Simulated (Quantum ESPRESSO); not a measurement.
# Ge (Fd-3m) in Quantum ESPRESSO: single point with PBEsol

Aim: the single point of Ge with PBEsol.

Program: Quantum ESPRESSO 7.5. These are calculated values, not measurements. Logs are shortened: lines on timing, memory, paths and dates and some standing lists are left out, and cuts for length are marked.

**Measured values to compare with.**

From “Electronic and optical properties of SixGe1-x-ySny alloys lattice-matched to Ge”, 2021, arxiv:2109.02782, for a bulk crystal of Ge at 293 K: band gap 0.666 eV (indirect).

The results are compared with them further down.

**1. The crystal as given**

It takes space group Fd-3m (No. 227, cubic). Conventional cell: a = 5.658 Å, b = 5.658 Å, c = 5.658 Å, α = 90.00°, β = 90.00°, γ = 90.00°. Ge (site symmetry -43m) is surrounded by 4 Ge at 2.45 Å.

**2. Single point, PBEsol**

Input file scf.in:

```
&CONTROL
  calculation = 'scf'
  prefix = 'pwscf'
  outdir = './tmp'
  pseudo_dir = './pseudo'
/
&SYSTEM
  ibrav = 0
  nat = 2
  ntyp = 1
  ecutwfc = 78
  nbnd = 21
  occupations = 'smearing'
  smearing = 'fd'
  degauss = 0.00367493
  force_symmorphic = .true.
/
&ELECTRONS
  conv_thr = 4d-10
  electron_maxstep = 120
  mixing_beta = 0.5
/
ATOMIC_SPECIES
Ge    72.6300 Ge.upf
CELL_PARAMETERS angstrom
   0.0000000000    2.8289100000    2.8289100000
   2.8289100000    0.0000000000    2.8289100000
   2.8289100000    2.8289100000    0.0000000000
ATOMIC_POSITIONS crystal
Ge     0.7500000000    0.7500000000    0.7500000000
Ge     0.5000000000    0.5000000000    0.5000000000
K_POINTS automatic
16 16 16 0 0 0
```

Input file nscf.in:

```
&CONTROL
  calculation = 'nscf'
  prefix = 'pwscf'
  outdir = './tmp'
  pseudo_dir = './pseudo'
/
&SYSTEM
  ibrav = 0
  nat = 2
  ntyp = 1
  ecutwfc = 78
  nbnd = 39
  occupations = 'smearing'
  smearing = 'fd'
  degauss = 0.00367493
  force_symmorphic = .true.
/
&ELECTRONS
  conv_thr = 1d-08
  diago_full_acc = .true.
  diago_thr_init = 1d-06
/
ATOMIC_SPECIES
Ge    72.6300 Ge.upf
CELL_PARAMETERS angstrom
   0.0000000000    2.8289100000    2.8289100000
   2.8289100000    0.0000000000    2.8289100000
   2.8289100000    2.8289100000    0.0000000000
ATOMIC_POSITIONS crystal
Ge     0.7500000000    0.7500000000    0.7500000000
Ge     0.5000000000    0.5000000000    0.5000000000
K_POINTS automatic
16 16 16 0 0 0
```

Potentials or basis: PseudoDojo 0.4.1 SR PBEsol standard.

Run with:

```
$ OMP_NUM_THREADS=1 pw.x -in scf.in > scf.out
$ OMP_NUM_THREADS=1 pw.x -in nscf.in > nscf.out
```

scf.out:

```text
This program is part of the open-source Quantum ESPRESSO suite
     for quantum simulation of materials; please cite
[... 9 lines left out ...]
     --------------------
     sticks:   dense  smooth     PW     G-vecs:    dense   smooth      PW
     Sum        1237    1237    367                28475    28475    4621

     Using Slab Decomposition

     bravais-lattice index     =            0
     lattice parameter (alat)  =       7.5602  a.u.
     unit-cell volume          =     305.5512 (a.u.)^3
     number of atoms/cell      =            2
     number of atomic types    =            1
     number of electrons       =        28.00
     number of Kohn-Sham states=           21
     kinetic-energy cutoff     =      78.0000  Ry
     charge density cutoff     =     312.0000  Ry
     scf convergence threshold =      4.0E-10
     mixing beta               =       0.5000
     number of iterations used =            8  plain     mixing
     Exchange-correlation= PBESOL
                           (   1   4  10   8   0   0   0)

     celldm(1)=   7.560195  celldm(2)=   0.000000  celldm(3)=   0.000000
     celldm(4)=   0.000000  celldm(5)=   0.000000  celldm(6)=   0.000000

     crystal axes: (cart. coord. in units of alat)
               a(1) = (   0.000000   0.707107   0.707107 )
               a(2) = (   0.707107   0.000000   0.707107 )
               a(3) = (   0.707107   0.707107   0.000000 )

     reciprocal axes: (cart. coord. in units 2 pi/alat)
               b(1) = ( -0.707107  0.707107  0.707107 )
               b(2) = (  0.707107 -0.707107  0.707107 )
               b(3) = (  0.707107  0.707107 -0.707107 )

     PseudoPot. # 1 for Ge read from file:
     Ge.upf
     Pseudo is Norm-conserving + core correction, Zval = 14.0
     Generated using ONCVPSP code by D. R. Hamann
     Using radial grid of 1560 points,  6 beta functions with:
                l(1) =   0
                l(2) =   0
                l(3) =   1
                l(4) =   1
                l(5) =   2
                l(6) =   2

     atomic species   valence    mass     pseudopotential
     Ge               14.00    72.63000     Ge( 1.00)

     24 Sym. Ops. (no inversion) found

   Cartesian axes

     site n.     atom                  positions (alat units)
         1        Ge     tau(   1) = (   1.0606602   1.0606602   1.0606602  )
         2        Ge     tau(   2) = (   0.7071068   0.7071068   0.7071068  )

     number of k points=   145  Fermi-Dirac smearing, width (Ry)=  0.0037

     Number of k-points >= 100: set verbosity='high' to print them.

     Dense  grid:    28475 G-vectors     FFT dimensions: (  45,  45,  45)

     Initial potential from superposition of free atoms

     starting charge      27.9985, renormalised to      28.0000
     Starting wfcs are   18 randomized atomic wfcs +    3 random wfcs

     Self-consistent Calculation

     iteration #  1     ecut=    78.00 Ry     beta= 0.50
     Davidson diagonalization with overlap
     ethr =  1.00E-02,  avg # of iterations =  5.2

     Threshold (ethr) on eigenvalues was too large:
     Diagonalizing with lowered threshold

     Davidson diagonalization with overlap
     ethr =  1.15E-04,  avg # of iterations =  3.5

     total energy              =    -356.80756703 Ry
     estimated scf accuracy    <       0.03293678 Ry

     iteration #  2     ecut=    78.00 Ry     beta= 0.50
     Davidson diagonalization with overlap
     ethr =  1.18E-04,  avg # of iterations =  1.0

     total energy              =    -356.80675248 Ry
     estimated scf accuracy    <       0.00590899 Ry

     iteration #  3     ecut=    78.00 Ry     beta= 0.50
     Davidson diagonalization with overlap
     ethr =  2.11E-05,  avg # of iterations =  2.6

     total energy              =    -356.80709929 Ry
     estimated scf accuracy    <       0.00008239 Ry

     iteration #  4     ecut=    78.00 Ry     beta= 0.50
     Davidson diagonalization with overlap
     ethr =  2.94E-07,  avg # of iterations =  4.6

     total energy              =    -356.80711141 Ry
     estimated scf accuracy    <       0.00000668 Ry

     iteration #  5     ecut=    78.00 Ry     beta= 0.50
     Davidson diagonalization with overlap
     ethr =  2.38E-08,  avg # of iterations =  1.4

     total energy              =    -356.80711154 Ry
     estimated scf accuracy    <       0.00000050 Ry

     iteration #  6     ecut=    78.00 Ry     beta= 0.50
     Davidson diagonalization with overlap
     ethr =  1.78E-09,  avg # of iterations =  2.0

     total energy              =    -356.80711177 Ry
     estimated scf accuracy    <       0.00000011 Ry

     iteration #  7     ecut=    78.00 Ry     beta= 0.50
     Davidson diagonalization with overlap
     ethr =  4.05E-10,  avg # of iterations =  2.0

     total energy              =    -356.80711178 Ry
     estimated scf accuracy    <          1.3E-09 Ry

     iteration #  8     ecut=    78.00 Ry     beta= 0.50
     Davidson diagonalization with overlap
     ethr =  4.77E-12,  avg # of iterations =  2.0

     total energy              =    -356.80711178 Ry
     estimated scf accuracy    <          4.3E-10 Ry

     iteration #  9     ecut=    78.00 Ry     beta= 0.50
     Davidson diagonalization with overlap
     ethr =  1.54E-12,  avg # of iterations =  1.0

     End of self-consistent calculation

     Number of k-points >= 100: set verbosity='high' to print the bands.

     the Fermi energy is     9.4587 ev

!    total energy              =    -356.80711178 Ry
     estimated scf accuracy    <          8.2E-11 Ry
     smearing contrib. (-TS)   =      -0.00002565 Ry
     internal energy E=F+TS    =    -356.80708614 Ry

     The total energy is F=E-TS. E is the sum of the following terms:
     one-electron contribution =    -183.51919754 Ry
     hartree contribution      =     110.59726452 Ry
     xc contribution           =     -86.38439491 Ry
     ewald contribution        =    -197.50075820 Ry

     convergence has been achieved in   9 iterations

=------------------------------------------------------------------------------=
   JOB DONE.
=------------------------------------------------------------------------------=
```

nscf.out:

```text
This program is part of the open-source Quantum ESPRESSO suite
     for quantum simulation of materials; please cite
         "P. Giannozzi et al., J. Phys.:Condens. Matter 21 395502 (2009);
         "P. Giannozzi et al., J. Phys.:Condens. Matter 29 465901 (2017);
         "P. Giannozzi et al., J. Chem. Phys. 152 154105 (2020);
     in publications or presentations arising from this work. More details at

[... 76 lines left out ...]

     Number of k-points >= 100: set verbosity='high' to print the bands.

     the Fermi energy is     9.4587 ev
     (compare with:     9.4587 eV, computed in scf)

=------------------------------------------------------------------------------=
   JOB DONE.
=------------------------------------------------------------------------------=
```

Run time: 5.6 min. Hardware: 1 thread of Arm Neoverse V1, shared host; peak memory 0.22 GiB.

What came out:

```
Band gap on the k mesh, mean-field level : none (metal or under the smearing width)
```

Levels at points of the mesh, in eV from the Fermi level:
```
             k point  band 10  band 11  band 12  band 13  band 14  band 15  band 16  band 17  band 18  band 19
  (0.00, 0.00, 0.00)   -24.64   -12.84    -0.06    -0.05    -0.05    -0.05     2.49     2.49     2.49     6.19
 (0.00, 0.00, -0.50)   -24.61   -10.74    -7.67    -1.45    -1.45     0.07     3.66     3.66     6.94    10.39
(0.00, -0.50, -0.50)   -24.60    -8.95    -8.95    -3.13    -3.13     0.62     0.62     9.44     9.44    11.47
```

Caveat: this crystal is a semiconductor, whose small gap the functional closes, so the metal is an error of the method.

**3. Comparison with measurements**

Step 2. Against the measured gap of Ge, 0.666 eV (indirect; 293 K; “Electronic and optical properties of SixGe1-x-ySny alloys lattice-matched to Ge”, 2021, arxiv:2109.02782), the calculated 0.00 eV is off by -0.67 eV. 3 values of this kind are on record (0.666 to 0.807 eV); this one was drawn at random among those near their median. Spin-orbit coupling on Ge is left out. The value is that of PBEsol on a finite k mesh, which can miss the band edges, without temperature or zero-point motion. Semilocal functionals fall short of measured gaps as a rule.
